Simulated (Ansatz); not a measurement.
**SiGeH₃ (doublet): B2PLYP, RPA-PBE over vertical spin and charge gaps and displaced geometries, cc-pVDZ**

How well do these functionals follow the top wave-function level for SiGeH₃ (doublet) over vertical spin and charge gaps and displaced geometries?

Computed with Ansatz 0.2.0, Gaussian basis. Level: cc-pVDZ, all electrons in the functionals, frozen cores in the correlation of double hybrids and RPA.

To be run: B2PLYP, RPA-PBE, at charge 0, doublet; charge 0, quartet; charge 1, singlet; charge 1, triplet; displaced geometry v1; displaced geometry v2.

20 further runs of the same task are left out: 5 that didn't finish, 15 set aside as unsound or not needed.

## (1) What is computed

The geometry is a PBE0/def2-TZVP stationary point (not a proven minimum). No spin-orbit coupling is included. The filled d shell of Ge may be among the frozen orbitals whatever the setting's name suggests; the logs give the count.

5 atoms, charge 0, spin multiplicity 2.

Atoms are counted from 1 here; the program's logs count them from 0.

Bond lengths: Si1–Ge2 2.323 Å, Si1–H3 1.524 Å, Ge2–H4 1.547 Å, Ge2–H5 1.546 Å. Angles: Ge2–Si1–H3 89.7°, Si1–Ge2–H4 127.4°, Si1–Ge2–H5 123.9°, H4–Ge2–H5 106.5°.

No dispersion term is added.

The geometry shown and the zero of energy belong to the point charge 0, doublet. The yardstick, UCCSDT(Q), and other wave-function levels (R restricted, U unrestricted, valence and pair active spaces) come from earlier runs.

## (2) B2PLYP, charge 0, doublet

Input file in.yaml:

```yaml
crystal:
  periodic: [false, false, false]
  atoms:
    - {symbol: Si, position_ang: [-0.029136, 0.091097, 1.686343]}
    - {symbol: Ge, position_ang: [0.012867, -0.015562, -0.633584]}
    - {symbol: H, position_ang: [0.234107, -1.409018, 1.752329]}
    - {symbol: H, position_ang: [-0.326649, -1.233564, -1.525626]}
    - {symbol: H, position_ang: [-0.022892, 1.225734, -1.554392]}
basis:
  gaussian: {orbitals: cc-pVDZ}
magnetization: {spin_polarized: true, initial_magnetization: 1}
hamiltonian: {xc: {name: B2PLYP}}
correlation: {electrons: outside_noble_gas}
```

Started as:

```
$ ansatz run in.yaml --threads 1 --pin off --events-out ev --progress --plain --max-ram 2393MiB
```

What it wrote:

```text
Functional definition: B2PLYP
  name "B2PLYP"
  cite "Grimme, J. Chem. Phys. 124, 034108 (2006) doi:10.1063/1.2148954"
  cite "Becke, Phys. Rev. A 38, 3098 (1988) doi:10.1103/PhysRevA.38.3098"
  cite "Lee, Yang & Parr, Phys. Rev. B 37, 785 (1988) doi:10.1103/PhysRevB.37.785"
  parameter a = 0.53
  parameter c = 0.27
  exchange = (1 - a)*b88_x + a*exact_x
  correlation = (1 - c)*lyp_c + c*(mp2_os + mp2_ss)
641 factors; integrals over basis functions are off by at most 1.3e-3 eV
mean field evaluation 1: about -64424.4373 eV, gradient 5.1e0 eV
mean field evaluation 2: about -64424.4436 eV, gradient 5.1e0 eV
mean field evaluation 4: about -64424.7253 eV, gradient 8.9e-1 eV
mean field evaluation 8: about -64424.7488 eV, gradient 1.3e-1 eV
mean field evaluation 16: about -64424.7510 eV, gradient 4.0e-3 eV
mean field evaluation 32: about -64424.5792 eV, gradient 1.3e0 eV
mean field -64424.75101968 eV, -2367.5659313085 hartree, gradient 4.9e-6 eV, S^2 0.794648; 2 other end points of the search recorded, 0 dependent functions left out
19 core orbitals not correlated: weight in the atoms' cores, before any rotation towards them, 0.999 or more for the frozen orbitals, at most 0.000 for the correlated occupied ones
reference -64424.75116631 eV, -2367.5659366970 hartree; 6, 5 occupied and 35, 36 virtual orbitals, 641 factors
second order -5.81042090 eV of doubles, -0.00000000 eV of singles
Total energy: -64426.31997995 eV, -2367.6235895350 hartree
```

Run time: 5.5 s. Hardware: 1 thread of Arm Neoverse V1, shared host.

From the report: ⟨S²⟩ of the determinant 0.795 (pure doublet: 0.75).

## (3) B2PLYP, charge 0, quartet

Changes to in.yaml since step 2:

```diff
@@ -10,3 +10,3 @@
   gaussian: {orbitals: cc-pVDZ}
-magnetization: {spin_polarized: true, initial_magnetization: 1}
+magnetization: {spin_polarized: true, initial_magnetization: 3}
 hamiltonian: {xc: {name: B2PLYP}}
```

Same command.

What it wrote, cut to the lines that bear on the results:

```text
Functional definition: B2PLYP
  name "B2PLYP"
  cite "Grimme, J. Chem. Phys. 124, 034108 (2006) doi:10.1063/1.2148954"
  cite "Becke, Phys. Rev. A 38, 3098 (1988) doi:10.1103/PhysRevA.38.3098"
  cite "Lee, Yang & Parr, Phys. Rev. B 37, 785 (1988) doi:10.1103/PhysRevB.37.785"
[...]
641 factors; integrals over basis functions are off by at most 1.3e-3 eV
[...]
mean field -64422.72312346 eV, -2367.4914074971 hartree, gradient 7.1e-6 eV, S^2 3.758466; 0 other end points of the search recorded, 0 dependent functions left out
19 core orbitals not correlated: weight in the atoms' cores, before any rotation towards them, 0.999 or more for the frozen orbitals, at most 0.000 for the correlated occupied ones
reference -64422.72326836 eV, -2367.4914128222 hartree; 7, 4 occupied and 34, 37 virtual orbitals, 641 factors
second order -5.08091927 eV of doubles, -0.00000000 eV of singles
Total energy: -64424.09511657 eV, -2367.5418273138 hartree
```

Run time: 4 s. Hardware: 1 thread of Arm Neoverse V1, shared host.

From the report: ⟨S²⟩ of the determinant 3.758 (pure quartet: 3.75).

From charge 0, doublet: +51.3 kcal/mol.

## (4) B2PLYP, charge 1, singlet

Changes to in.yaml since step 3:

```diff
@@ -10,3 +10,4 @@
   gaussian: {orbitals: cc-pVDZ}
-magnetization: {spin_polarized: true, initial_magnetization: 3}
+total_charge: 1
+magnetization: {spin_polarized: true, initial_magnetization: 0}
 hamiltonian: {xc: {name: B2PLYP}}
```

The command is unchanged.

What it wrote, cut to the lines that bear on the results:

```text
Functional definition: B2PLYP
  name "B2PLYP"
  cite "Grimme, J. Chem. Phys. 124, 034108 (2006) doi:10.1063/1.2148954"
  cite "Becke, Phys. Rev. A 38, 3098 (1988) doi:10.1103/PhysRevA.38.3098"
  cite "Lee, Yang & Parr, Phys. Rev. B 37, 785 (1988) doi:10.1103/PhysRevB.37.785"
[...]
641 factors; integrals over basis functions are off by at most 1.3e-3 eV
[...]
mean field -64416.82190717 eV, -2367.2745417984 hartree, gradient 4.3e-6 eV, S^2 0.413897; 6 other end points of the search recorded, 0 dependent functions left out
19 core orbitals not correlated: weight in the atoms' cores, before any rotation towards them, 0.999 or more for the frozen orbitals, at most 0.000 for the correlated occupied ones
reference -64416.82204839 eV, -2367.2745469879 hartree; 5, 5 occupied and 36, 36 virtual orbitals, 641 factors
second order -5.02333241 eV of doubles, -0.00000000 eV of singles
Total energy: -64418.17834814 eV, -2367.3243900844 hartree
```

Wall time 9 s (1 thread of Arm Neoverse V1, shared host).

From the report: ⟨S²⟩ of the determinant 0.414 (pure singlet: 0.00).

From charge 0, doublet: +187.8 kcal/mol.

## (5) B2PLYP, charge 1, triplet

Changes to in.yaml since step 4:

```diff
@@ -11,3 +11,3 @@
 total_charge: 1
-magnetization: {spin_polarized: true, initial_magnetization: 0}
+magnetization: {spin_polarized: true, initial_magnetization: 2}
 hamiltonian: {xc: {name: B2PLYP}}
```

The command is unchanged.

What it wrote, cut to the lines that bear on the results:

```text
Functional definition: B2PLYP
  name "B2PLYP"
  cite "Grimme, J. Chem. Phys. 124, 034108 (2006) doi:10.1063/1.2148954"
  cite "Becke, Phys. Rev. A 38, 3098 (1988) doi:10.1103/PhysRevA.38.3098"
  cite "Lee, Yang & Parr, Phys. Rev. B 37, 785 (1988) doi:10.1103/PhysRevB.37.785"
[...]
641 factors; integrals over basis functions are off by at most 1.3e-3 eV
[...]
mean field -64416.41824140 eV, -2367.2597073548 hartree, gradient 5.3e-6 eV, S^2 2.005761; 0 other end points of the search recorded, 0 dependent functions left out
19 core orbitals not correlated: weight in the atoms' cores, before any rotation towards them, 0.999 or more for the frozen orbitals, at most 0.000 for the correlated occupied ones
reference -64416.41838044 eV, -2367.2597124646 hartree; 6, 4 occupied and 35, 37 virtual orbitals, 641 factors
second order -4.98643619 eV of doubles, -0.00000000 eV of singles
Total energy: -64417.76471821 eV, -2367.3091894651 hartree
```

Run time: 4.3 s. Hardware: 1 thread of Arm Neoverse V1, shared host.

From the report: ⟨S²⟩ of the determinant 2.006 (pure triplet: 2.00).

From charge 0, doublet: +197.3 kcal/mol.

## (6) B2PLYP, displaced geometry v1

Input file in.yaml:

```yaml
crystal:
  periodic: [false, false, false]
  atoms:
    - {symbol: Si, position_ang: [-0.027518, 0.102205, 1.695640]}
    - {symbol: Ge, position_ang: [0.013652, -0.020597, -0.635440]}
    - {symbol: H, position_ang: [0.282856, -1.354743, 1.707860]}
    - {symbol: H, position_ang: [-0.380677, -1.242103, -1.540293]}
    - {symbol: H, position_ang: [-0.119304, 1.233374, -1.620548]}
basis:
  gaussian: {orbitals: cc-pVDZ}
magnetization: {spin_polarized: true, initial_magnetization: 1}
hamiltonian: {xc: {name: B2PLYP}}
correlation: {electrons: outside_noble_gas}
```

Same command.

What it wrote, cut to the lines that bear on the results:

```text
Functional definition: B2PLYP
  name "B2PLYP"
  cite "Grimme, J. Chem. Phys. 124, 034108 (2006) doi:10.1063/1.2148954"
  cite "Becke, Phys. Rev. A 38, 3098 (1988) doi:10.1103/PhysRevA.38.3098"
  cite "Lee, Yang & Parr, Phys. Rev. B 37, 785 (1988) doi:10.1103/PhysRevB.37.785"
[...]
641 factors; integrals over basis functions are off by at most 1.3e-3 eV
[...]
mean field -64424.70134227 eV, -2367.5641056975 hartree, gradient 5.7e-6 eV, S^2 0.798821; 2 other end points of the search recorded, 0 dependent functions left out
19 core orbitals not correlated: weight in the atoms' cores, before any rotation towards them, 0.999 or more for the frozen orbitals, at most 0.000 for the correlated occupied ones
reference -64424.70148911 eV, -2367.5641110937 hartree; 6, 5 occupied and 35, 36 virtual orbitals, 641 factors
second order -5.83725741 eV of doubles, -0.00000000 eV of singles
Total energy: -64426.27754861 eV, -2367.6220302120 hartree
```

It took 4.9 s on 1 thread of Arm Neoverse V1, shared host.

From the report: ⟨S²⟩ of the determinant 0.799 (pure doublet: 0.75).

From charge 0, doublet: +1.0 kcal/mol.

## (7) B2PLYP, displaced geometry v2

Input file in.yaml:

```yaml
crystal:
  periodic: [false, false, false]
  atoms:
    - {symbol: Si, position_ang: [0.088259, 0.087195, 1.678772]}
    - {symbol: Ge, position_ang: [-0.034612, -0.011090, -0.629562]}
    - {symbol: H, position_ang: [0.263248, -1.436970, 1.748171]}
    - {symbol: H, position_ang: [-0.214399, -1.316786, -1.511570]}
    - {symbol: H, position_ang: [-0.013701, 1.123379, -1.643219]}
basis:
  gaussian: {orbitals: cc-pVDZ}
magnetization: {spin_polarized: true, initial_magnetization: 1}
hamiltonian: {xc: {name: B2PLYP}}
correlation: {electrons: outside_noble_gas}
```

Launched as before.

What it wrote, cut to the lines that bear on the results:

```text
Functional definition: B2PLYP
  name "B2PLYP"
  cite "Grimme, J. Chem. Phys. 124, 034108 (2006) doi:10.1063/1.2148954"
  cite "Becke, Phys. Rev. A 38, 3098 (1988) doi:10.1103/PhysRevA.38.3098"
  cite "Lee, Yang & Parr, Phys. Rev. B 37, 785 (1988) doi:10.1103/PhysRevB.37.785"
[...]
641 factors; integrals over basis functions are off by at most 1.2e-3 eV
[...]
mean field -64424.71172807 eV, -2367.5644873686 hartree, gradient 8.3e-6 eV, S^2 0.765176; 2 other end points of the search recorded, 0 dependent functions left out
19 core orbitals not correlated: weight in the atoms' cores, before any rotation towards them, 0.999 or more for the frozen orbitals, at most 0.000 for the correlated occupied ones
reference -64424.71187467 eV, -2367.5644927562 hartree; 6, 5 occupied and 35, 36 virtual orbitals, 641 factors
second order -5.83256721 eV of doubles, -0.00000000 eV of singles
Total energy: -64426.28666782 eV, -2367.6223653369 hartree
```

Wall time 6 s (1 thread of Arm Neoverse V1, shared host).

From the report: ⟨S²⟩ of the determinant 0.765 (pure doublet: 0.75).

From charge 0, doublet: +0.8 kcal/mol.

## (8) RPA-PBE, charge 0, doublet

Input file in.yaml:

```yaml
crystal:
  periodic: [false, false, false]
  atoms:
    - {symbol: Si, position_ang: [-0.029136, 0.091097, 1.686343]}
    - {symbol: Ge, position_ang: [0.012867, -0.015562, -0.633584]}
    - {symbol: H, position_ang: [0.234107, -1.409018, 1.752329]}
    - {symbol: H, position_ang: [-0.326649, -1.233564, -1.525626]}
    - {symbol: H, position_ang: [-0.022892, 1.225734, -1.554392]}
basis:
  gaussian: {orbitals: cc-pVDZ}
magnetization: {spin_polarized: true, initial_magnetization: 1}
hamiltonian: {xc: {name: PBE}}
correlation: {method: rpa, electrons: outside_noble_gas}
```

The command is unchanged.

What it wrote, cut to the lines that bear on the results:

```text
Functional definition: PBE
  name "PBE"
  cite "Perdew, Burke & Ernzerhof, Phys. Rev. Lett. 77, 3865 (1996) doi:10.1103/PhysRevLett.77.3865"
  parent pbe
[...]
641 factors; integrals over basis functions are off by at most 1.3e-3 eV
[...]
mean field -64428.63247898 eV, -2367.7085723070 hartree, gradient 8.4e-6 eV, S^2 0.762583; 2 other end points of the search recorded, 0 dependent functions left out
19 core orbitals not correlated: weight in the atoms' cores, before any rotation towards them, 0.998 or more for the frozen orbitals, at most 0.001 for the correlated occupied ones
reference -64379.41485062 eV, -2365.8998578255 hartree; 6, 5 occupied and 35, 36 virtual orbitals, 641 factors
Total energy: -64389.08356869 eV, -2366.2551766611 hartree
```

Wall time 4.1 s (1 thread of Arm Neoverse V1, shared host).

From the report: ⟨S²⟩ of the determinant 0.763 (pure doublet: 0.75).

## (9) RPA-PBE, charge 0, quartet

Changes to in.yaml since step 8:

```diff
@@ -10,3 +10,3 @@
   gaussian: {orbitals: cc-pVDZ}
-magnetization: {spin_polarized: true, initial_magnetization: 1}
+magnetization: {spin_polarized: true, initial_magnetization: 3}
 hamiltonian: {xc: {name: PBE}}
```

Launched as before.

What it wrote, cut to the lines that bear on the results:

```text
Functional definition: PBE
  name "PBE"
  cite "Perdew, Burke & Ernzerhof, Phys. Rev. Lett. 77, 3865 (1996) doi:10.1103/PhysRevLett.77.3865"
  parent pbe
[...]
641 factors; integrals over basis functions are off by at most 1.3e-3 eV
[...]
mean field -64426.43723325 eV, -2367.6278985145 hartree, gradient 8.0e-6 eV, S^2 3.755385; 2 other end points of the search recorded, 0 dependent functions left out
19 core orbitals not correlated: weight in the atoms' cores, before any rotation towards them, 0.998 or more for the frozen orbitals, at most 0.001 for the correlated occupied ones
reference -64378.06747937 eV, -2365.8503428453 hartree; 7, 4 occupied and 34, 37 virtual orbitals, 641 factors
Total energy: -64386.82098782 eV, -2366.1720283477 hartree
```

Wall time 3.8 s (1 thread of Arm Neoverse V1, shared host).

From the report: ⟨S²⟩ of the determinant 3.755 (pure quartet: 3.75).

From charge 0, doublet: +52.2 kcal/mol.

## (10) RPA-PBE, charge 1, singlet

Changes to in.yaml since step 9:

```diff
@@ -10,3 +10,4 @@
   gaussian: {orbitals: cc-pVDZ}
-magnetization: {spin_polarized: true, initial_magnetization: 3}
+total_charge: 1
+magnetization: {spin_polarized: true, initial_magnetization: 0}
 hamiltonian: {xc: {name: PBE}}
```

The command is unchanged.

What it wrote, cut to the lines that bear on the results:

```text
Functional definition: PBE
  name "PBE"
  cite "Perdew, Burke & Ernzerhof, Phys. Rev. Lett. 77, 3865 (1996) doi:10.1103/PhysRevLett.77.3865"
  parent pbe
[...]
641 factors; integrals over basis functions are off by at most 1.3e-3 eV
[...]
mean field -64420.33484909 eV, -2367.4036400328 hartree, gradient 2.3e-6 eV, S^2 0.391976; 7 other end points of the search recorded, 0 dependent functions left out
19 core orbitals not correlated: weight in the atoms' cores, before any rotation towards them, 0.998 or more for the frozen orbitals, at most 0.000 for the correlated occupied ones
reference -64371.96001268 eV, -2365.6258975843 hartree; 5, 5 occupied and 36, 36 virtual orbitals, 641 factors
Total energy: -64380.85355833 eV, -2365.9527293586 hartree
```

Wall time 7.5 s (1 thread of Arm Neoverse V1, shared host).

From the report: ⟨S²⟩ of the determinant 0.392 (pure singlet: 0.00).

From charge 0, doublet: +189.8 kcal/mol.

## (11) RPA-PBE, charge 1, triplet

Changes to in.yaml since step 10:

```diff
@@ -11,3 +11,3 @@
 total_charge: 1
-magnetization: {spin_polarized: true, initial_magnetization: 0}
+magnetization: {spin_polarized: true, initial_magnetization: 2}
 hamiltonian: {xc: {name: PBE}}
```

Same command.

What it wrote, cut to the lines that bear on the results:

```text
Functional definition: PBE
  name "PBE"
  cite "Perdew, Burke & Ernzerhof, Phys. Rev. Lett. 77, 3865 (1996) doi:10.1103/PhysRevLett.77.3865"
  parent pbe
[...]
641 factors; integrals over basis functions are off by at most 1.3e-3 eV
[...]
mean field -64420.04450518 eV, -2367.3929700910 hartree, gradient 9.6e-6 eV, S^2 2.002852; 2 other end points of the search recorded, 0 dependent functions left out
19 core orbitals not correlated: weight in the atoms' cores, before any rotation towards them, 0.998 or more for the frozen orbitals, at most 0.001 for the correlated occupied ones
reference -64371.74563654 eV, -2365.6180194064 hartree; 6, 4 occupied and 35, 37 virtual orbitals, 641 factors
Total energy: -64380.43823333 eV, -2365.9374664464 hartree
```

It took 3.9 s on 1 thread of Arm Neoverse V1, shared host.

From the report: ⟨S²⟩ of the determinant 2.003 (pure triplet: 2.00).

From charge 0, doublet: +199.4 kcal/mol.

## (12) RPA-PBE, displaced geometry v1

Input file in.yaml:

```yaml
crystal:
  periodic: [false, false, false]
  atoms:
    - {symbol: Si, position_ang: [-0.027518, 0.102205, 1.695640]}
    - {symbol: Ge, position_ang: [0.013652, -0.020597, -0.635440]}
    - {symbol: H, position_ang: [0.282856, -1.354743, 1.707860]}
    - {symbol: H, position_ang: [-0.380677, -1.242103, -1.540293]}
    - {symbol: H, position_ang: [-0.119304, 1.233374, -1.620548]}
basis:
  gaussian: {orbitals: cc-pVDZ}
magnetization: {spin_polarized: true, initial_magnetization: 1}
hamiltonian: {xc: {name: PBE}}
correlation: {method: rpa, electrons: outside_noble_gas}
```

The command is unchanged.

What it wrote, cut to the lines that bear on the results:

```text
Functional definition: PBE
  name "PBE"
  cite "Perdew, Burke & Ernzerhof, Phys. Rev. Lett. 77, 3865 (1996) doi:10.1103/PhysRevLett.77.3865"
  parent pbe
[...]
641 factors; integrals over basis functions are off by at most 1.3e-3 eV
[...]
mean field -64428.60482122 eV, -2367.7075559030 hartree, gradient 1.7e-6 eV, S^2 0.762521; 2 other end points of the search recorded, 0 dependent functions left out
19 core orbitals not correlated: weight in the atoms' cores, before any rotation towards them, 0.998 or more for the frozen orbitals, at most 0.001 for the correlated occupied ones
reference -64379.33910071 eV, -2365.8970740678 hartree; 6, 5 occupied and 35, 36 virtual orbitals, 641 factors
Total energy: -64389.05760409 eV, -2366.2542224796 hartree
```

Wall time 4.1 s (1 thread of Arm Neoverse V1, shared host).

From the report: ⟨S²⟩ of the determinant 0.763 (pure doublet: 0.75).

From charge 0, doublet: +0.6 kcal/mol.

## (13) RPA-PBE, displaced geometry v2

Input file in.yaml:

```yaml
crystal:
  periodic: [false, false, false]
  atoms:
    - {symbol: Si, position_ang: [0.088259, 0.087195, 1.678772]}
    - {symbol: Ge, position_ang: [-0.034612, -0.011090, -0.629562]}
    - {symbol: H, position_ang: [0.263248, -1.436970, 1.748171]}
    - {symbol: H, position_ang: [-0.214399, -1.316786, -1.511570]}
    - {symbol: H, position_ang: [-0.013701, 1.123379, -1.643219]}
basis:
  gaussian: {orbitals: cc-pVDZ}
magnetization: {spin_polarized: true, initial_magnetization: 1}
hamiltonian: {xc: {name: PBE}}
correlation: {method: rpa, electrons: outside_noble_gas}
```

Launched as before.

What it wrote, cut to the lines that bear on the results:

```text
Functional definition: PBE
  name "PBE"
  cite "Perdew, Burke & Ernzerhof, Phys. Rev. Lett. 77, 3865 (1996) doi:10.1103/PhysRevLett.77.3865"
  parent pbe
[...]
641 factors; integrals over basis functions are off by at most 1.2e-3 eV
[...]
mean field -64428.58809261 eV, -2367.7069411380 hartree, gradient 5.1e-6 eV, S^2 0.756904; 4 other end points of the search recorded, 0 dependent functions left out
19 core orbitals not correlated: weight in the atoms' cores, before any rotation towards them, 0.998 or more for the frozen orbitals, at most 0.001 for the correlated occupied ones
reference -64379.41201889 eV, -2365.8997537615 hartree; 6, 5 occupied and 35, 36 virtual orbitals, 641 factors
Total energy: -64389.05286869 eV, -2366.2540484568 hartree
```

Wall time 5.5 s (1 thread of Arm Neoverse V1, shared host).

From the report: ⟨S²⟩ of the determinant 0.757 (pure doublet: 0.75).

From charge 0, doublet: +0.7 kcal/mol.

## (14) Against the wave-function levels

The yardstick is UCCSDT(Q), where the cluster series has nearly closed. It comes from earlier runs at the same points. Energies in kcal/mol, counted from charge 0, doublet; blanks weren't run or aren't comparable.

```
    level  doublet to quartet  ionisation to the singlet cation  ionisation to the triplet cation  displacement v1  displacement v2
UCCSDT(Q)                48.6                             185.2                             195.2              0.8              1.0
   B2PLYP                51.3                             187.8                             197.3              1.0              0.8
  RPA-PBE                52.2                             189.8                             199.4              0.6              0.7
```

Largest miss and mean time a point (UCCSDT(Q) took 81 s a point; shared hosts):

```
  level  largest miss (kcal/mol)                             where  time a point
 B2PLYP                     +2.8                doublet to quartet         5.6 s
RPA-PBE                     +4.6  ionisation to the singlet cation         4.8 s
```

## (15) Summary of results

| quantity | value |
| --- | --- |
| doublet to quartet, UCCSDT(Q) | 48.6 kcal/mol |
| ionisation to the singlet cation, UCCSDT(Q) | 185.2 kcal/mol |
| ionisation to the triplet cation, UCCSDT(Q) | 195.2 kcal/mol |
| displacement v1, UCCSDT(Q) | 0.8 kcal/mol |
| displacement v2, UCCSDT(Q) | 1.0 kcal/mol |
| largest miss, B2PLYP | +2.8 kcal/mol (doublet to quartet) |
| largest miss, RPA-PBE | +4.6 kcal/mol (ionisation to the singlet cation) |

What this shows: Of the functionals, B2PLYP keep the smallest largest miss at the points compared (at most 2.8 kcal/mol) and RPA-PBE strays most (4.6 kcal/mol, at ionisation to the singlet cation). B2PLYP, RPA-PBE clearly break the spin symmetry at some points (⟨S²⟩ up to 0.41 above the pure value), so energy there is bought with a mixed spin. Functionals and the yardstick converge differently with the basis, so part of each miss in cc-pVDZ is the basis.
